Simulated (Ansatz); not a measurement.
# ClFGe₂H₄O: basis-set convergence

Aim: see how fast density functionals converge with the basis set for ClFGe₂H₄O.

Computed with Ansatz 0.2.0, Gaussian basis. Level: one geometry, several basis sets.

Levels to be run: PBE0-D4/def2-SVP; ωB97M-V/def2-SVP; PBE0-D4/def2-QZVPP; ωB97M-V/def2-QZVPP; the functionals' def2-TZVPP values are taken from earlier runs.

## 1. Structure used throughout

All runs share one geometry, relaxed beforehand with PBE0-D4 in a triple-zeta def2 set.

SMILES `[OH][Ge]([F])([Cl])[GeH3]`, 9 atoms, charge 0, spin multiplicity 1.

Atoms are counted from 1 here; the program's logs count them from 0.

Bond lengths: O1–Ge2 1.756 Å, O1–H6 0.962 Å, Ge2–F3 1.736 Å, Ge2–Cl4 2.149 Å, Ge2–Ge5 2.418 Å, Ge5–H7 1.531 Å, Ge5–H8 1.531 Å, Ge5–H9 1.530 Å. Angles: Ge2–O1–H6 113.4°, O1–Ge2–F3 107.0°, O1–Ge2–Cl4 108.9°, O1–Ge2–Ge5 111.3°, F3–Ge2–Cl4 103.5°, F3–Ge2–Ge5 111.4°, Cl4–Ge2–Ge5 114.2°, Ge2–Ge5–H7 107.6°, Ge2–Ge5–H8 108.2°, Ge2–Ge5–H9 107.3°, H7–Ge5–H8 111.3°, H7–Ge5–H9 111.0°, H8–Ge5–H9 111.2°.

## 2. PBE0-D4 in def2-SVP

The input, in.yaml:

```yaml
crystal:
  periodic: [false, false, false]
  atoms:
    - {symbol: O, position_ang: [-1.319047, 1.330636, 0.861607]}
    - {symbol: Ge, position_ang: [-0.301247, -0.097185, 0.761111]}
    - {symbol: F, position_ang: [0.785638, -0.042056, 2.113751]}
    - {symbol: Cl, position_ang: [-1.501339, -1.836736, 1.150439]}
    - {symbol: Ge, position_ang: [0.901651, -0.173081, -1.334842]}
    - {symbol: H, position_ang: [-1.874435, 1.350272, 1.646674]}
    - {symbol: H, position_ang: [-0.132008, -0.271174, -2.459315]}
    - {symbol: H, position_ang: [1.732402, 1.106881, -1.455021]}
    - {symbol: H, position_ang: [1.796883, -1.413756, -1.301602]}
basis:
  gaussian: {orbitals: def2-SVP}
hamiltonian: {xc: pbe0, dispersion: d4}
output: {orbitals: {seedname: orbitals}}
```

Command:

```bash
$ ansatz run in.yaml --threads 2 --pin off --events-out ev --progress --plain --max-ram 32768MiB --backend cpu
```

The runs that follow: ωB97M-V in def2-SVP; PBE0-D4 in def2-QZVPP; ωB97M-V in def2-QZVPP.

Before running them: what should the planned runs give, taken together? Wanted: PBE0-D4: double and triple zeta above quadruple; ωB97M-V: double and triple zeta above quadruple.

**Answer**, as computed:

| quantity | value |
| --- | --- |
| PBE0-D4: double and triple zeta above quadruple | 27.85, 3.11 eV |
| ωB97M-V: double and triple zeta above quadruple | 27.80, 3.01 eV |

In words: PBE0-D4 gains 24.74 eV from double to triple zeta, then 3.11 eV more. These are total energies; as a rule much of such shifts cancels in differences, which this series doesn't test. The LUMO of ωB97M-V is positive and keeps falling with the basis (1.51 to 0.83 eV): an unbound level that the basis holds in place.
